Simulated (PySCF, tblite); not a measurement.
**C5H4ClF3O: geometry, infrared bands and NMR shifts**

Wanted: the infrared bands and NMR shifts of C5H4ClF3O (`C/C=C(\C(=O)Cl)C(F)(F)F`), by calculation.

Programs: tblite 0.8.0 and PySCF 2.14.0, with density-fitted response routines of our own. Each step states its level of theory. These are calculated values for one molecule in the gas phase, unless marked as measured. Atoms are numbered from 0 throughout.

## 1. The starting structure

14 atoms, charge 0, multiplicity 1; geometry from: force field or distance geometry start.

Bonds of the start (Å): C0–C1 1.49, C1–C2 1.35, C2–C3 1.50, C3–O4 1.22, C3–Cl5 1.74, C2–C6 1.48, C6–F7 1.37, C6–F8 1.36, C6–F9 1.35, C0–H10 1.10, C0–H11 1.10, C0–H12 1.10, C1–H13 1.10.

## 2. Relaxing the molecule with GFN2-xTB

Job settings and geometry (Å):

```
{"job": {"kind": "relax", "xc": "GFN2-xTB", "basis": "xTB"}, "charge": 0, "multiplicity": 1}
C     -1.899500    -0.085400     0.880100
C     -0.669300    -0.676700     0.292000
C      0.419700    -0.032000    -0.185500
C      0.450300     1.460200    -0.313500
O     -0.499100     2.018600    -0.837300
Cl     1.832800     2.292400     0.344400
C      1.618800    -0.668200    -0.765800
F      2.689700    -0.589400     0.078400
F      1.431900    -1.998600    -1.006900
F      1.989900    -0.116300    -1.935900
H     -2.132100    -0.563400     1.838700
H     -2.757900    -0.261200     0.211600
H     -1.831100     0.992200     1.078200
H     -0.644600    -1.772700     0.299400
```

Started as:

```
OMP_NUM_THREADS=1 python probes_run.py task.json out
```

One launch serves the whole session: the jobs run in the order shown.

**Question.** This job is followed by: GFN2-xTB harmonic vibrations, gas phase; GIAO PBE0/pcSseg-1 NMR shielding, non-relativistic, gas phase. What will the session give for the following? strongest single infrared mode (GFN2-xTB); zero-point energy (GFN2-xTB); 13C shifts against TMS (PBE0/pcSseg-1); 1H shifts against TMS (PBE0/pcSseg-1, means over atoms taken as alike); 17O shifts against H2O (PBE0/pcSseg-1); 35Cl shifts against HCl (PBE0/pcSseg-1); 19F shifts against CFCl3 (PBE0/pcSseg-1, means over atoms taken as alike).

As calculated:

```
                                                                 quantity                                 value
                                strongest single infrared mode (GFN2-xTB)                 1780 cm⁻¹, 294 km/mol
                                             zero-point energy (GFN2-xTB)                         51.7 kcal/mol
                                   13C shifts against TMS (PBE0/pcSseg-1)  173.0, 166.0, 133.7, 131.1, 19.8 ppm
   1H shifts against TMS (PBE0/pcSseg-1, means over atoms taken as alike)                        7.61, 2.58 ppm
                                   17O shifts against H2O (PBE0/pcSseg-1)                             591.9 ppm
                                  35Cl shifts against HCl (PBE0/pcSseg-1)                               495 ppm
19F shifts against CFCl3 (PBE0/pcSseg-1, means over atoms taken as alike)                             -77.6 ppm
```

In words: The optimisation took 88 steps and gained 0.265 eV; among the close pairs (by a distance rule), C2–C6 changed most, from 1.476 to 1.513 Å. All 36 modes are real, so the xTB geometry is a minimum. The strongest single mode, at 1780 cm⁻¹, moves mainly C3 and O4. Unscaled tight-binding wavenumbers are off by several per cent, some by more. Its intensities can rank the bands wrongly. The most deshielded hydrogen is H13 (hydrogen on a β carbon of a C=C–C=O unit), at 7.61 ppm: olefinic region. At PBE0/pcSseg-1: Shielding is most anisotropic at O4 (span 939 ppm, paramagnetic term -655 ppm).
